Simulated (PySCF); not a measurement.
# C₆H₉FS: magnetic properties

What do calculations give for the magnetic properties of C₆H₉FS (`F[C@@]12C[C@H](S)C[C@@H]1C2`)?

Programs: PySCF 2.14.0, with routines of our own; each step states its level. All values are computed. Atoms count from 0.

### 1 The system as given

17 atoms, charge 0, multiplicity 1; geometry from: GFN2-xTB.

### 2 Magnetic properties: GIAO B97-2/pcSseg-1

The job: settings as JSON, then the geometry in Å.

```
{"job": {"kind": "mag", "xc": "B97-2", "basis": "pcSseg-1", "isotopologues": 2}, "charge": 0, "multiplicity": 1}
F      1.888035    -1.921964     0.428985
C      1.043591    -0.868459     0.221243
C     -0.317603    -1.229798    -0.325736
C     -1.232827    -0.077324     0.105825
S     -1.477265     1.066464    -1.320826
C     -0.553085     0.619386     1.297670
C      0.908829     0.236243     1.221482
C      1.622948     0.470940    -0.087498
H     -0.638734    -2.169255     0.129036
H     -0.312352    -1.357142    -1.409437
H     -2.231304    -0.434951     0.360312
H     -2.369383     1.849250    -0.717613
H     -0.697605     1.700556     1.263712
H     -0.979232     0.248759     2.232551
H      1.482527     0.248896     2.135455
H      2.697977     0.555466    -0.044964
H      1.158485     1.074963    -0.850645
```

Method: GIAO B97-2/pcSseg-1 magnetisability, rotational g tensor and spin-rotation constants, non-relativistic, gas phase.

On the command line:

```sh
OMP_NUM_THREADS=1 python excited_run.py task.json out
```

This one command runs all jobs of the session in turn.

The program printed:

```text
coarse grid: 14808 points
cycle   1  E = -731.8109431846  dE =  1.186e+00  |g| = 5.405e-01  |ddm| = 3.773e+00
cycle   2  E = -731.7900120137  dE =  2.093e-02  |g| = 6.892e-01  |ddm| = 1.043e+00
cycle   3  E = -731.8693897453  dE = -7.938e-02  |g| = 6.815e-02  |ddm| = 5.718e-01
cycle   4  E = -731.8701201150  dE = -7.304e-04  |g| = 3.343e-02  |ddm| = 8.573e-02
cycle   5  E = -731.8703487254  dE = -2.286e-04  |g| = 5.841e-03  |ddm| = 3.713e-02
cycle   6  E = -731.8703556981  dE = -6.973e-06  |g| = 2.410e-03  |ddm| = 1.050e-02
final grid: 138952 points
cycle   7  E = -731.9150842993  dE = -8.398e-05  |g| = 7.046e-03  |ddm| = 4.463e-02
cycle   8  E = -731.9150775189  dE =  6.780e-06  |g| = 9.332e-03  |ddm| = 1.306e-02
cycle   9  E = -731.9150921624  dE = -1.464e-05  |g| = 5.589e-04  |ddm| = 7.773e-03
cycle  10  E = -731.9150922059  dE = -4.342e-08  |g| = 2.651e-04  |ddm| = 6.959e-04
cycle  11  E = -731.9150922229  dE = -1.703e-08  |g| = 4.150e-05  |ddm| = 3.228e-04
cycle  12  E = -731.9150922233  dE = -3.693e-10  |g| = 1.373e-05  |ddm| = 5.446e-05
converged SCF energy = -731.9150922233

Magnetisability tensor (1e-30 J/T^2)
    -1526.89      110.79      -67.52
      110.79    -1493.76       78.00
      -67.52       78.00    -1464.73
isotropic -1495.13   principal values   -1672.65  -1422.15  -1390.58
isotropic susceptibility -90.039 1e-6 cm^3/mol

Inertial axes            a          b          c
rot. const./GHz      3.3300     1.2023     1.1371
chi total          -100.348    -84.046    -85.722
chi diamagnetic    -488.438  -1052.727  -1106.914
chi paramagnetic    388.090    968.681   1021.192
quadrupole/D A       -5.052      1.394      3.658
g nuclear            0.6137     0.5382     0.5372
g electronic        -0.6071    -0.5471    -0.5455
g total              0.0066    -0.0090    -0.0083

Spin-rotation constants (kHz, H = +C I.J)
atom  isotope        aa         bb         cc
  0    19F        0.858      0.811      0.624
  8     1H       -0.299     -0.106      0.005
  9     1H       -0.329     -0.013     -0.086
 10     1H       -0.249     -0.112      0.007
 11     1H       -0.199     -0.069     -0.111
 12     1H       -0.196     -0.053     -0.104
 13     1H       -0.353     -0.108      0.022
 14     1H       -0.182     -0.034     -0.128
 15     1H       -0.166     -0.132     -0.048
 16     1H       -0.093     -0.126     -0.068
  1    13C*       0.477      0.348      0.352
  2    13C*       0.528      0.213      0.224
  3    13C*       0.604      0.180      0.224
  4    33S*       0.602      0.307      0.354
  5    13C*       0.572      0.193      0.235
  6    13C*       0.329      0.203      0.225
  7    13C*       0.320      0.172      0.218
* in the singly substituted isotopologue

Isotopologues: g along a, b, c
2H    at 8,9,10,11,12,1     0.0050    -0.0083    -0.0076
13C   at 1                  0.0066    -0.0089    -0.0083
```

It took 70 s on 1 thread of Intel Xeon Platinum 8259CL at 2.50GHz, shared host; peak memory 0.85 GiB.

From this job:

| quantity | value |
| --- | --- |
| magnetisability | -1495·10⁻³⁰ J/T² |
| molar susceptibility | -90.0·10⁻⁶ cm³/mol |
| rotational g (a, b, c) | 0.0066, -0.0090, -0.0083 |

### 3 Summary of results

| quantity | value |
| --- | --- |
| magnetisability (step 2, GIAO B97-2/pcSseg-1) | -1495·10⁻³⁰ J/T² |
| molar susceptibility (step 2, GIAO B97-2/pcSseg-1) | -90.0·10⁻⁶ cm³/mol |
| rotational g (a, b, c) (step 2, GIAO B97-2/pcSseg-1) | 0.0066, -0.0090, -0.0083 |

What this shows: The values above hold for this geometry and these levels alone. Vibrational averaging and real surroundings are missing from these values.
